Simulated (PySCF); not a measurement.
**CH9OPSi2: electronic excitations at several levels of theory**

How much do the electronic excitations of CH9OPSi2 (`C[Si@H](P)O[SiH3]`) depend on the level of theory, and what does each level cost?

Programs: PySCF 2.14.0, with density-fitted response routines of our own. Each step states its level of theory. These are calculated values for one molecule in the gas phase, unless marked as measured. Atoms are numbered from 0 throughout.

### Step 1. The molecule as given

14 atoms, charge 0, multiplicity 1; geometry from: GFN2-xTB.

Bonds of the start (Å): C0–Si1 1.90, Si1–P2 2.25, Si1–O3 1.62, O3–Si4 1.62, C0–H5 1.09, C0–H6 1.09, C0–H7 1.09, Si1–H8 1.47, P2–H9 1.38, P2–H10 1.38, Si4–H11 1.46, Si4–H12 1.46, Si4–H13 1.46.

### Step 2. Geometry optimisation at PBE0-D3(BJ)/def2-SVP

Job settings and geometry (Å):

```
{"job": {"xc": "PBE0", "basis": "def2-SVP", "d3": "d3bj", "grid": 1, "kind": "geom"}, "charge": 0, "multiplicity": 1}
C     -1.535170    -0.882150     0.761515
Si    -0.276463     0.508838     0.460508
P     -1.060612     1.808347    -1.196754
O      1.147583    -0.102631    -0.022615
Si     2.129116    -0.910527    -1.031608
H     -1.135086    -1.629284     1.439844
H     -2.452997    -0.495711     1.193963
H     -1.794767    -1.382347    -0.168356
H      0.096167     1.201069     1.698606
H     -0.207392     2.868863    -0.943193
H     -2.076194     2.363220    -0.437263
H      1.933129    -0.394086    -2.384765
H      3.459322    -0.627932    -0.501670
H      1.772686    -2.326139    -0.945138
```

Output:

```text
step   0  E = -1038.28400380  max force = 0.019062
step   1  E = -1038.29158800  max force = 0.004257
step   2  E = -1038.29208985  max force = 0.001501
step   3  E = -1038.29213940  max force = 0.001250
step   4  E = -1038.29219039  max force = 0.000964
step   5  E = -1038.29227970  max force = 0.001305
step   6  E = -1038.29237493  max force = 0.001538
step   7  E = -1038.29246756  max force = 0.000984
step   8  E = -1038.29251762  max force = 0.000518
step   9  E = -1038.29253052  max force = 0.000251
optimisation converged
```

Wall time 68 s (1 thread, shared host).

Step by step:

```tsv
step	energy from step 0 (eV)	largest force component (eV/Å)
0	0.0000	0.9802
1	-0.2064	0.2189
2	-0.2200	0.0772
3	-0.2214	0.0643
4	-0.2228	0.0496
5	-0.2252	0.0671
6	-0.2278	0.0791
7	-0.2303	0.0506
8	-0.2317	0.0266
9	-0.2320	0.0129
```

Close pairs (by a distance rule), those that changed most:

```tsv
bond	before (Å)	after (Å)	change (Å)
P2–H10	1.384	1.430	+0.046
P2–H9	1.385	1.429	+0.044
Si1–O3	1.623	1.664	+0.041
O3–Si4	1.623	1.658	+0.035
Si4–H11	1.462	1.495	+0.033
Si4–H13	1.462	1.495	+0.033
C0–Si1	1.900	1.869	-0.031
Si4–H12	1.460	1.490	+0.030
```

The final coordinates are the input of the step that follows.

```tsv
at the end point	value
point group (found at 0.08 Å tolerance)	C1
rotational constants (GHz, main isotopes)	2.914, 1.496, 1.133
dipole moment (D)	0.96
```

### Step 3. TDDFT and polarisability: HF/def2-SVPD

Job settings and geometry (Å):

```
{"job": {"kind": "uv", "xc": "HF", "basis": "def2-SVPD", "ip": true}, "charge": 0, "multiplicity": 1}
C     -1.466583    -1.217888     0.807804
Si    -0.232632     0.137864     0.444962
P     -0.973736     1.315958    -1.347494
O      1.250754    -0.509902     0.057908
Si     2.103933    -1.221674    -1.173066
H     -1.110878    -1.851957     1.635076
H     -2.441604    -0.794412     1.096521
H     -1.618682    -1.857343    -0.075664
H     -0.031697     0.994482     1.650068
H     -0.106353     2.426461    -1.111420
H     -2.056884     1.884933    -0.606518
H      2.124145    -0.332015    -2.373767
H      3.498331    -1.454163    -0.702979
H      1.486238    -2.529411    -1.551383
```

Level: TDDFT HF/def2-SVPD, vertical, gas phase, core orbitals frozen in the response.

Output:

```text
final grid: 106544 points
cycle   1  E = -1036.2122447767  dE =  3.781e-02  |g| = 5.756e-01  |ddm| = 4.164e+00
cycle   2  E = -1036.2827727225  dE = -7.053e-02  |g| = 3.491e-01  |ddm| = 1.312e+00
cycle   3  E = -1036.3074574110  dE = -2.468e-02  |g| = 7.036e-02  |ddm| = 4.174e-01
cycle   4  E = -1036.3093704949  dE = -1.913e-03  |g| = 1.058e-02  |ddm| = 2.413e-01
cycle   5  E = -1036.3094485478  dE = -7.805e-05  |g| = 3.192e-03  |ddm| = 4.645e-02
cycle   6  E = -1036.3094576094  dE = -9.062e-06  |g| = 9.265e-04  |ddm| = 1.337e-02
cycle   7  E = -1036.3094583881  dE = -7.788e-07  |g| = 2.481e-04  |ddm| = 3.408e-03
cycle   8  E = -1036.3094584446  dE = -5.642e-08  |g| = 5.546e-05  |ddm| = 1.123e-03
cycle   9  E = -1036.3094584475  dE = -2.950e-09  |g| = 1.842e-05  |ddm| = 2.596e-04
cycle  10  E = -1036.3094584478  dE = -2.699e-10  |g| = 5.560e-06  |ddm| = 7.268e-05
converged SCF energy = -1036.3094584478

Static polarisability (au): isotropic 89.162, principal 80.878 89.960 96.648

Singlet excitations
state   eV       nm        f      main configurations
  1   6.8707    180.5   0.02049   H->L+5 0.48, H->L+2 0.18, H->L+9 0.10
  2   7.2189    171.7   0.05774   H->L 0.59, H->L+8 0.11, H->L+3 0.11
  3   7.9011    156.9   0.41567   H->L+4 0.62, H->L+8 0.12
  4   8.2538    150.2   0.01701   H->L+5 0.26, H->L+2 0.24, H->L+9 0.14
  5   8.7143    142.3   0.01949   H-1->L 0.26, H->L+8 0.11
  6   8.8076    140.8   0.01620   H->L+8 0.15, H-1->L 0.12, H->L+6 0.09
  7   8.9500    138.5   0.02527   H-2->L 0.18, H-2->L+1 0.10, H-1->L 0.10
  8   9.0301    137.3   0.01274
  9   9.1415    135.6   0.12641   H-1->L+5 0.19, H-1->L+2 0.12, H->L+3 0.10
 10   9.3117    133.1   0.01536   H->L+3 0.21, H-3->L+1 0.09, H->L+9 0.08

Triplet excitations (Tamm-Dancoff, eV): 5.5805 5.6373 7.0358 7.2817
Vertical ionisation energy (delta-SCF) = 8.5927 eV
```

Run time: 16 s. Hardware: 1 thread, shared host.

Frontier orbitals and where they lie:

```tsv
orbital	eV	atoms
HOMO−3	-12.73	Si4 33 %, H11 28 %, O3 13 %
HOMO−2	-12.21	O3 22 %, P2 14 %, Si4 13 %
HOMO−1	-11.58	P2 28 %, C0 19 %, Si1 16 %
HOMO	-9.90	P2 64 %, Si1 15 %, H9 6 %
LUMO	2.28	Si1 26 %, Si4 19 %, P2 9 %
LUMO+1	2.65	Si4 52 %, H11 11 %, H13 11 %
LUMO+2	3.15	C0 18 %, Si4 16 %, O3 11 %
```

With each of the 10 states as a Gaussian band of 0.4 eV half-width at 1/e, the curve within the window shown has maxima at 157 nm (ε 17,000), 137 nm (ε 7,600) L/(mol cm). Beyond the last state computed it falls off for lack of states. The curve at chosen wavelengths:

```
 nm  ε (L/mol/cm)
129          1785
132          4688
134          6619
137          7601
140          6116
143          4198
145          3797
148          5595
151         10210
153         13758
156         17098
159         16235
162         12288
164          9350
167          5996
170          4207
173          3358
175          2975
178          2421
181          1844
183          1474
186           986
189           610
192           348
194           229
197           115
```

Ground-state properties from the same run:

```tsv
property	computed
dipole moment (D)	0.90
polarisability (Å³)	13.21
HOMO–LUMO gap (eV)	12.18
−ε(HOMO) (eV)	9.90
```

### Step 4. Excited states and response: LDA/def2-SVPD

The job, as its differences from that of step 3:

```diff
@@ -1,2 +1,2 @@
-{"job": {"kind": "uv", "xc": "HF", "basis": "def2-SVPD", "ip": true}, "charge": 0, "multiplicity": 1}
+{"job": {"kind": "uv", "xc": "LDA", "basis": "def2-SVPD", "ip": true}, "charge": 0, "multiplicity": 1}
 C     -1.466583    -1.217888     0.807804
```

Level: TDDFT LDA/def2-SVPD, vertical, gas phase, core orbitals frozen in the response.

Output:

```text
coarse grid: 12624 points
cycle   1  E = -1033.9629542878  dE =  1.464e-01  |g| = 8.865e-01  |ddm| = 4.757e+00
cycle   2  E = -1033.0817293081  dE =  8.812e-01  |g| = 2.191e+00  |ddm| = 3.282e+00
cycle   3  E = -1034.1049766839  dE = -1.023e+00  |g| = 2.934e-01  |ddm| = 2.633e+00
cycle   4  E = -1034.1241797548  dE = -1.920e-02  |g| = 1.238e-01  |ddm| = 5.495e-01
cycle   5  E = -1034.1279590674  dE = -3.779e-03  |g| = 2.645e-02  |ddm| = 1.691e-01
cycle   6  E = -1034.1281995743  dE = -2.405e-04  |g| = 6.968e-03  |ddm| = 5.853e-02
cycle   7  E = -1034.1282135737  dE = -1.400e-05  |g| = 2.211e-03  |ddm| = 1.543e-02
cycle   8  E = -1034.1282154511  dE = -1.877e-06  |g| = 4.908e-04  |ddm| = 5.184e-03
final grid: 106544 points
cycle   9  E = -1034.2634681296  dE = -1.779e-05  |g| = 2.469e-03  |ddm| = 7.598e-02
cycle  10  E = -1034.2634657070  dE =  2.423e-06  |g| = 3.831e-03  |ddm| = 7.765e-03
cycle  11  E = -1034.2634696647  dE = -3.958e-06  |g| = 3.995e-04  |ddm| = 4.726e-03
cycle  12  E = -1034.2634697019  dE = -3.726e-08  |g| = 2.277e-04  |ddm| = 8.783e-04
cycle  13  E = -1034.2634697122  dE = -1.024e-08  |g| = 5.590e-05  |ddm| = 2.926e-04
cycle  14  E = -1034.2634697130  dE = -7.963e-10  |g| = 1.357e-05  |ddm| = 1.052e-04
converged SCF energy = -1034.2634697130

Static polarisability (au): isotropic 102.595, principal 90.947 104.635 112.202

Singlet excitations
state   eV       nm        f      main configurations
  1   5.2342    236.9   0.00828   H->L 0.97
  2   5.8657    211.4   0.00669   H->L+1 0.88, H->L+3 0.09
  3   6.0031    206.5   0.00191   H-1->L 0.97
  4   6.1900    200.3   0.00344   H->L+2 0.87
  5   6.4236    193.0   0.01424   H-2->L 0.80, H->L+3 0.13
  6   6.5533    189.2   0.02183   H-1->L+1 0.69, H->L+4 0.23
  7   6.5963    188.0   0.05523   H->L+4 0.27, H-1->L+1 0.24, H->L+3 0.19
  8   6.6260    187.1   0.03251   H->L+4 0.39, H->L+5 0.27, H->L+3 0.18
  9   6.7055    184.9   0.09948   H->L+5 0.60, H->L+3 0.20
 10   6.7942    182.5   0.02406   H->L+6 0.85

Triplet excitations (Tamm-Dancoff, eV): 5.0098 5.4692 5.7625 5.8492
Vertical ionisation energy (delta-SCF) = 9.1114 eV
Vertical electron affinity (delta-SCF) = -0.7013 eV
```

Run time: 2.1 min. Hardware: 1 thread, shared host.

In short: HOMO -6.33 eV, LUMO -1.20 eV; lowest singlet 5.23 eV.

### Step 5. Excited states and response: PBE/def2-SVPD

The job, as its differences from that of step 4:

```diff
@@ -1,2 +1,2 @@
-{"job": {"kind": "uv", "xc": "LDA", "basis": "def2-SVPD", "ip": true}, "charge": 0, "multiplicity": 1}
+{"job": {"kind": "uv", "xc": "PBE", "basis": "def2-SVPD", "ip": true}, "charge": 0, "multiplicity": 1}
 C     -1.466583    -1.217888     0.807804
```

Level: TDDFT PBE/def2-SVPD, vertical, gas phase, core orbitals frozen in the response.

Output:

```text
coarse grid: 12624 points
cycle   1  E = -1037.8564491265  dE =  1.353e-01  |g| = 8.841e-01  |ddm| = 4.771e+00
cycle   2  E = -1037.0322933299  dE =  8.242e-01  |g| = 2.129e+00  |ddm| = 3.164e+00
cycle   3  E = -1037.9976751135  dE = -9.654e-01  |g| = 2.804e-01  |ddm| = 2.563e+00
cycle   4  E = -1038.0154985574  dE = -1.782e-02  |g| = 1.184e-01  |ddm| = 5.442e-01
cycle   5  E = -1038.0190245827  dE = -3.526e-03  |g| = 2.542e-02  |ddm| = 1.681e-01
cycle   6  E = -1038.0192489091  dE = -2.243e-04  |g| = 6.332e-03  |ddm| = 5.720e-02
cycle   7  E = -1038.0192610380  dE = -1.213e-05  |g| = 1.975e-03  |ddm| = 1.433e-02
cycle   8  E = -1038.0192625638  dE = -1.526e-06  |g| = 4.390e-04  |ddm| = 4.705e-03
final grid: 106544 points
cycle   9  E = -1038.1901024500  dE = -3.189e-06  |g| = 1.253e-02  |ddm| = 9.634e-02
cycle  10  E = -1038.1899877798  dE =  1.147e-04  |g| = 2.643e-02  |ddm| = 4.063e-02
cycle  11  E = -1038.1901346897  dE = -1.469e-04  |g| = 2.855e-03  |ddm| = 2.964e-02
cycle  12  E = -1038.1901366803  dE = -1.991e-06  |g| = 2.845e-04  |ddm| = 3.753e-03
cycle  13  E = -1038.1901367084  dE = -2.806e-08  |g| = 7.708e-05  |ddm| = 6.352e-04
cycle  14  E = -1038.1901367105  dE = -2.170e-09  |g| = 1.670e-05  |ddm| = 1.775e-04
cycle  15  E = -1038.1901367107  dE = -1.119e-10  |g| = 3.665e-06  |ddm| = 4.132e-05
converged SCF energy = -1038.1901367107

Static polarisability (au): isotropic 100.379, principal 88.994 102.450 109.694

Singlet excitations
state   eV       nm        f      main configurations
  1   5.3765    230.6   0.00721   H->L 0.96
  2   5.9233    209.3   0.00592   H->L+1 0.88, H->L+3 0.09
  3   6.1378    202.0   0.00161   H-1->L 0.92
  4   6.2539    198.3   0.00365   H->L+2 0.81
  5   6.5474    189.4   0.02332   H-2->L 0.66, H->L+3 0.20
  6   6.6173    187.4   0.00843   H-1->L+1 0.68, H->L+4 0.28
  7   6.6751    185.7   0.01530   H->L+4 0.51, H-1->L+1 0.28, H-2->L 0.09
  8   6.6881    185.4   0.04357   H->L+5 0.42, H->L+3 0.22, H-2->L 0.13
  9   6.7707    183.1   0.14913   H->L+5 0.48, H->L+3 0.30
 10   6.9187    179.2   0.01724   H->L+6 0.93

Triplet excitations (Tamm-Dancoff, eV): 5.0594 5.3982 5.7288 5.9565
Vertical ionisation energy (delta-SCF) = 9.0025 eV
```

Wall time 1.7 min (1 thread, shared host).

In short: HOMO -6.25 eV, LUMO -0.98 eV; lowest singlet 5.38 eV.

### Step 6. Excited states and response: B3LYP/def2-SVPD

The job, as its differences from that of step 5:

```diff
@@ -1,2 +1,2 @@
-{"job": {"kind": "uv", "xc": "PBE", "basis": "def2-SVPD", "ip": true}, "charge": 0, "multiplicity": 1}
+{"job": {"kind": "uv", "xc": "B3LYP", "basis": "def2-SVPD", "ip": true}, "charge": 0, "multiplicity": 1}
 C     -1.466583    -1.217888     0.807804
```

With the program's defaults for keys left out, this is: TDDFT B3LYP/def2-SVPD, vertical, gas phase, core orbitals frozen in the response.

Output:

```text
coarse grid: 12624 points
cycle   1  E = -1038.6037378375  dE =  1.009e-01  |g| = 8.134e-01  |ddm| = 4.699e+00
cycle   2  E = -1038.2628182723  dE =  3.409e-01  |g| = 1.524e+00  |ddm| = 2.474e+00
cycle   3  E = -1038.7290246801  dE = -4.662e-01  |g| = 1.539e-01  |ddm| = 1.741e+00
cycle   4  E = -1038.7342241532  dE = -5.199e-03  |g| = 5.932e-02  |ddm| = 2.964e-01
cycle   5  E = -1038.7351491672  dE = -9.250e-04  |g| = 9.611e-03  |ddm| = 7.940e-02
cycle   6  E = -1038.7351790517  dE = -2.988e-05  |g| = 2.116e-03  |ddm| = 2.104e-02
cycle   7  E = -1038.7351804885  dE = -1.437e-06  |g| = 5.857e-04  |ddm| = 5.050e-03
final grid: 106544 points
cycle   8  E = -1038.8698232797  dE = -1.451e-05  |g| = 3.172e-03  |ddm| = 6.730e-02
cycle   9  E = -1038.8698208635  dE =  2.416e-06  |g| = 4.566e-03  |ddm| = 9.393e-03
cycle  10  E = -1038.8698257149  dE = -4.851e-06  |g| = 6.236e-04  |ddm| = 5.133e-03
cycle  11  E = -1038.8698257944  dE = -7.952e-08  |g| = 1.031e-04  |ddm| = 8.108e-04
cycle  12  E = -1038.8698257967  dE = -2.304e-09  |g| = 3.073e-05  |ddm| = 1.845e-04
cycle  13  E = -1038.8698257971  dE = -3.254e-10  |g| = 7.465e-06  |ddm| = 6.540e-05
converged SCF energy = -1038.8698257971

Static polarisability (au): isotropic 97.023, principal 86.708 98.628 105.732

Singlet excitations
state   eV       nm        f      main configurations
  1   5.9362    208.9   0.01173   H->L 0.88
  2   6.2654    197.9   0.00749   H->L+1 0.81
  3   6.6793    185.6   0.00693   H->L+2 0.82
  4   6.8588    180.8   0.00608   H-1->L 0.94
  5   7.0135    176.8   0.23029   H->L+3 0.69, H->L+4 0.14
  6   7.1667    173.0   0.06114   H->L+4 0.72, H->L+3 0.17
  7   7.2636    170.7   0.00788   H-2->L 0.69, H-1->L+1 0.11
  8   7.2995    169.9   0.02181   H->L+5 0.82, H-2->L 0.09
  9   7.4016    167.5   0.01836   H-1->L+1 0.80
 10   7.4858    165.6   0.00085   H->L+6 0.78, H->L+7 0.09

Triplet excitations (Tamm-Dancoff, eV): 5.3917 5.5953 6.1855 6.3107
Vertical ionisation energy (delta-SCF) = 9.2955 eV
```

Run time: 83 s. Hardware: 1 thread, shared host.

This run: HOMO -7.15 eV, LUMO -0.37 eV; lowest singlet 5.94 eV.

### Step 7. TDDFT and polarisability: PBE0/def2-SVPD

The job, as its differences from that of step 6:

```diff
@@ -1,2 +1,2 @@
-{"job": {"kind": "uv", "xc": "B3LYP", "basis": "def2-SVPD", "ip": true}, "charge": 0, "multiplicity": 1}
+{"job": {"kind": "uv", "xc": "PBE0", "basis": "def2-SVPD", "ip": true}, "charge": 0, "multiplicity": 1}
 C     -1.466583    -1.217888     0.807804
```

Level: TDDFT PBE0/def2-SVPD, vertical, gas phase, core orbitals frozen in the response.

Output:

```text
coarse grid: 12624 points
cycle   1  E = -1038.0612873071  dE =  7.914e-02  |g| = 7.278e-01  |ddm| = 4.509e+00
cycle   2  E = -1037.8467718924  dE =  2.145e-01  |g| = 1.259e+00  |ddm| = 2.192e+00
cycle   3  E = -1038.1638644844  dE = -3.171e-01  |g| = 1.173e-01  |ddm| = 1.478e+00
cycle   4  E = -1038.1668534575  dE = -2.989e-03  |g| = 4.341e-02  |ddm| = 2.223e-01
cycle   5  E = -1038.1673554930  dE = -5.020e-04  |g| = 6.454e-03  |ddm| = 6.158e-02
cycle   6  E = -1038.1673687299  dE = -1.324e-05  |g| = 1.353e-03  |ddm| = 1.433e-02
cycle   7  E = -1038.1673693178  dE = -5.879e-07  |g| = 3.994e-04  |ddm| = 3.455e-03
final grid: 106544 points
cycle   8  E = -1038.2961974553  dE = -1.163e-05  |g| = 7.108e-03  |ddm| = 6.873e-02
cycle   9  E = -1038.2961835160  dE =  1.394e-05  |g| = 1.095e-02  |ddm| = 1.952e-02
cycle  10  E = -1038.2962081831  dE = -2.467e-05  |g| = 1.031e-03  |ddm| = 1.196e-02
cycle  11  E = -1038.2962084388  dE = -2.557e-07  |g| = 1.031e-04  |ddm| = 1.387e-03
cycle  12  E = -1038.2962084416  dE = -2.806e-09  |g| = 3.794e-05  |ddm| = 2.590e-04
cycle  13  E = -1038.2962084421  dE = -4.768e-10  |g| = 7.693e-06  |ddm| = 8.235e-05
converged SCF energy = -1038.2962084421

Static polarisability (au): isotropic 96.444, principal 86.085 98.152 105.094

Singlet excitations
state   eV       nm        f      main configurations
  1   6.0743    204.1   0.01251   H->L 0.82, H->L+1 0.10
  2   6.4323    192.8   0.01081   H->L+1 0.74, H->L 0.13
  3   6.8458    181.1   0.00854   H->L+2 0.78
  4   6.9818    177.6   0.00699   H-1->L 0.92
  5   7.1691    172.9   0.26440   H->L+3 0.73
  6   7.3517    168.6   0.04910   H-2->L 0.46, H->L+4 0.31, H->L+3 0.10
  7   7.4327    166.8   0.00204   H->L+4 0.42, H-2->L 0.36, H-1->L+1 0.08
  8   7.5801    163.6   0.01161   H-1->L+1 0.59, H->L+5 0.27
  9   7.5938    163.3   0.01547   H->L+5 0.46, H-1->L+1 0.17, H->L+6 0.14
 10   7.6768    161.5   0.00342   H->L+6 0.57, H->L+7 0.09

Triplet excitations (Tamm-Dancoff, eV): 5.4156 5.5967 6.2577 6.4310
Vertical ionisation energy (delta-SCF) = 9.3008 eV
```

Wall time 96 s (1 thread, shared host).

In short: HOMO -7.36 eV, LUMO -0.16 eV; lowest singlet 6.07 eV.

### Step 8. Ultraviolet spectrum: BHandHLYP/def2-SVPD

The job, as its differences from that of step 7:

```diff
@@ -1,2 +1,2 @@
-{"job": {"kind": "uv", "xc": "PBE0", "basis": "def2-SVPD", "ip": true}, "charge": 0, "multiplicity": 1}
+{"job": {"kind": "uv", "xc": "BHandHLYP", "basis": "def2-SVPD", "ip": true}, "charge": 0, "multiplicity": 1}
 C     -1.466583    -1.217888     0.807804
```

Method: TDDFT BHandHLYP/def2-SVPD, vertical, gas phase, core orbitals frozen in the response.

Output:

```text
coarse grid: 12624 points
cycle   1  E = -1038.5589893194  dE =  6.018e-02  |g| = 6.734e-01  |ddm| = 4.432e+00
cycle   2  E = -1038.5109132199  dE =  4.808e-02  |g| = 8.558e-01  |ddm| = 1.766e+00
cycle   3  E = -1038.6518712576  dE = -1.410e-01  |g| = 6.718e-02  |ddm| = 9.446e-01
cycle   4  E = -1038.6528095716  dE = -9.383e-04  |g| = 2.789e-02  |ddm| = 1.534e-01
cycle   5  E = -1038.6530314540  dE = -2.219e-04  |g| = 3.544e-03  |ddm| = 4.669e-02
cycle   6  E = -1038.6530353213  dE = -3.867e-06  |g| = 8.523e-04  |ddm| = 8.071e-03
final grid: 106544 points
cycle   7  E = -1038.7394842293  dE = -6.962e-06  |g| = 1.755e-03  |ddm| = 4.148e-02
cycle   8  E = -1038.7394844557  dE = -2.264e-07  |g| = 1.545e-03  |ddm| = 5.562e-03
cycle   9  E = -1038.7394850934  dE = -6.377e-07  |g| = 1.070e-04  |ddm| = 1.808e-03
cycle  10  E = -1038.7394850953  dE = -1.860e-09  |g| = 8.761e-05  |ddm| = 3.356e-04
cycle  11  E = -1038.7394850968  dE = -1.555e-09  |g| = 1.086e-05  |ddm| = 1.117e-04
cycle  12  E = -1038.7394850969  dE = -3.820e-11  |g| = 2.110e-06  |ddm| = 2.144e-05
converged SCF energy = -1038.7394850969

Static polarisability (au): isotropic 93.217, principal 83.820 94.466 101.365

Singlet excitations
state   eV       nm        f      main configurations
  1   6.4590    192.0   0.01699   H->L 0.35, H->L+2 0.23, H->L+1 0.20
  2   6.6794    185.6   0.01899   H->L 0.49, H->L+1 0.26, H->L+2 0.09
  3   7.3208    169.4   0.04480   H->L+1 0.25, H->L+5 0.24, H->L+4 0.21
  4   7.4509    166.4   0.32068   H->L+3 0.74
  5   7.6794    161.5   0.00550   H-1->L 0.69
  6   7.8923    157.1   0.01381   H->L+4 0.37, H-2->L 0.17
  7   8.0421    154.2   0.00634   H-2->L 0.43, H-1->L 0.10
  8   8.1404    152.3   0.00922   H->L+8 0.21, H->L+6 0.17, H-1->L+1 0.09
  9   8.2142    150.9   0.01085   H->L+5 0.35, H-1->L+1 0.21, H->L+2 0.10
 10   8.2754    149.8   0.02560   H->L+2 0.23, H-1->L+1 0.15, H->L+5 0.10

Triplet excitations (Tamm-Dancoff, eV): 5.6218 5.7196 6.6913 6.7750
Vertical ionisation energy (delta-SCF) = 9.3698 eV
```

It took 47 s on 1 thread, shared host.

This run: HOMO -8.35 eV, LUMO 0.59 eV; lowest singlet 6.46 eV.

### Step 9. Ultraviolet spectrum: CAM-B3LYP/def2-SVPD

The job, as its differences from that of step 8:

```diff
@@ -1,2 +1,2 @@
-{"job": {"kind": "uv", "xc": "BHandHLYP", "basis": "def2-SVPD", "ip": true}, "charge": 0, "multiplicity": 1}
+{"job": {"kind": "uv", "xc": "CAM-B3LYP", "basis": "def2-SVPD", "ip": true}, "charge": 0, "multiplicity": 1}
 C     -1.466583    -1.217888     0.807804
```

Method: TDDFT CAM-B3LYP/def2-SVPD, vertical, gas phase, core orbitals frozen in the response.

Output:

```text
coarse grid: 12624 points
cycle   1  E = -1038.5223516576  dE =  7.973e-02  |g| = 7.389e-01  |ddm| = 4.509e+00
cycle   2  E = -1038.4206384272  dE =  1.017e-01  |g| = 1.058e+00  |ddm| = 1.930e+00
cycle   3  E = -1038.6310695576  dE = -2.104e-01  |g| = 7.709e-02  |ddm| = 1.088e+00
cycle   4  E = -1038.6323481142  dE = -1.279e-03  |g| = 3.213e-02  |ddm| = 1.799e-01
cycle   5  E = -1038.6326303545  dE = -2.822e-04  |g| = 4.842e-03  |ddm| = 5.085e-02
cycle   6  E = -1038.6326377097  dE = -7.355e-06  |g| = 1.172e-03  |ddm| = 1.127e-02
final grid: 106544 points
cycle   7  E = -1038.7690037678  dE = -1.117e-05  |g| = 2.371e-03  |ddm| = 4.008e-02
cycle   8  E = -1038.7690039066  dE = -1.388e-07  |g| = 2.344e-03  |ddm| = 7.037e-03
cycle   9  E = -1038.7690052570  dE = -1.350e-06  |g| = 2.569e-04  |ddm| = 2.629e-03
cycle  10  E = -1038.7690052680  dE = -1.096e-08  |g| = 1.321e-04  |ddm| = 4.677e-04
cycle  11  E = -1038.7690052717  dE = -3.706e-09  |g| = 1.322e-05  |ddm| = 2.045e-04
cycle  12  E = -1038.7690052718  dE = -7.890e-11  |g| = 4.700e-06  |ddm| = 3.694e-05
converged SCF energy = -1038.7690052718

Static polarisability (au): isotropic 95.540, principal 85.698 97.059 103.863

Singlet excitations
state   eV       nm        f      main configurations
  1   6.3143    196.4   0.01448   H->L 0.41, H->L+2 0.21, H->L+1 0.17
  2   6.5417    189.5   0.01506   H->L 0.43, H->L+1 0.29, H->L+2 0.10
  3   7.1405    173.6   0.02768   H->L+4 0.42, H->L+1 0.23, H->L+2 0.15
  4   7.2881    170.1   0.28231   H->L+3 0.61, H-1->L 0.13
  5   7.3382    169.0   0.02716   H-1->L 0.59, H->L+3 0.10, H-1->L+1 0.08
  6   7.6352    162.4   0.01483   H-2->L 0.50, H->L+5 0.10, H-2->L+1 0.08
  7   7.8204    158.5   0.00234   H->L+5 0.17, H-2->L 0.12, H->L+6 0.12
  8   7.8862    157.2   0.01450   H-1->L+1 0.27, H-3->L 0.15, H->L+8 0.13
  9   8.0314    154.4   0.02177   H->L+5 0.29, H-1->L+1 0.21
 10   8.1697    151.8   0.02069   H->L+2 0.27, H->L+4 0.21, H->L+5 0.15

Triplet excitations (Tamm-Dancoff, eV): 5.5647 5.6793 6.5479 6.6070
Vertical ionisation energy (delta-SCF) = 9.4410 eV
```

Run time: 1.8 min. Hardware: 1 thread, shared host.

This run: HOMO -8.62 eV, LUMO 0.73 eV; lowest singlet 6.31 eV.

(Part 1 of 2 ends here.)
